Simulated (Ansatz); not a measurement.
# LaSb4Pd: from a guess to a relaxed structure

Aim: relax a trial structure of LaSb4Pd and see where it ends.

Computed with Ansatz 0.2.0 (DFT PBE, scalar-relativistic, plane waves, PAW, unless a step's input says otherwise).

## (1) The structure to begin with

It takes space group P4/mmm (No. 123, tetragonal). Conventional cell: a = 4.768 Å, b = 4.768 Å, c = 6.882 Å, α = 90.00°, β = 90.00°, γ = 90.00°. La (site symmetry 4/mmm) is surrounded by 8 Sb at 2.88 Å. Sb (site symmetry 2mm) has 2 La at 2.88 Å and 2 Pd at 3.00 Å and 5 Sb at 3.22 to 3.37 Å as nearest neighbours. Around Pd (site symmetry 4/mmm) lie 8 Sb at 3.00 Å.

As a file:

```
La Sb Pd
1.0
     4.76770    0.00000    0.00000
     0.00000    4.76770    0.00000
     0.00000    0.00000    6.88206
La Sb Pd
1 4 1
Direct
  0.00000 0.00000 0.50000
  0.50000 0.00000 0.26574
  0.50000 0.00000 0.73426
  0.00000 0.50000 0.73426
  0.00000 0.50000 0.26574
  0.50000 0.50000 0.00000
```

A structure generator made this guess: species swapped into a database cell of CaSnF4 (P4/mmm, No. 123), with La on the Ca sites, Pd on the Sn sites and Sb on the F sites. Its size is a rough estimate.

## (2) Probe: one point on a coarse mesh

File input.yaml:

```yaml
crystal:
  lattice:
    - [4.76770085, 0.0, 0.0]
    - [0.0, 4.76770085, 0.0]
    - [0.0, 0.0, 6.88205938]
  atoms:
    - { symbol: La, position: [0.0, 0.0, 0.5] }
    - { symbol: Sb, position: [0.5, 0.0, 0.26573801] }
    - { symbol: Sb, position: [0.5, 0.0, 0.73426199] }
    - { symbol: Sb, position: [0.0, 0.5, 0.73426199] }
    - { symbol: Sb, position: [0.0, 0.5, 0.26573801] }
    - { symbol: Pd, position: [0.5, 0.5, 0.0] }
basis:
  ecutwfc: 420
kpoints:
  mp_grid: { grid: [4, 4, 4] }
hamiltonian:
  xc: pbe
scf:
  occupations: { method: gaussian, width: 0.1 }
  lower_state_search: "off"
output:
  forces: true
  stress: true
  eigenvalues: true
```

On the command line:

```bash
$ ansatz run input.yaml --threads 1 --pin off --max-ram 2048MiB --backend cpu --events-out ev --progress --plain --runs-dir out
```

Further runs follow: coarse relaxation; relaxation on the finer mesh.

What does the calculation give? Wanted: conventional cell; volume; energy over the elements; gap on the mesh.

**Answer**, as computed:

| quantity | value |
| --- | --- |
| symmetry at the end (tolerance 0.05 Å) | space group P4/mmm (No. 123) |
| conventional cell | a = 4.539 Å, b = 4.539 Å, c = 8.472 Å, α = 90.00°, β = 90.00°, γ = 90.00° |
| volume | 29.08 Å³/atom |
| energy over the elements | -0.39 eV/atom |
| gap on the mesh | none (metal) |

What this shows: The space group P4/mmm (No. 123) is kept, and the volume per atom grows by 11.5 % from the first guess. It lies below the elements, which doesn't yet make it stable: competing phases were not computed in this session. No finished test with a distortion of lower symmetry is shown, so the end may be a saddle point. Spin-orbit coupling is left out for La, Sb.
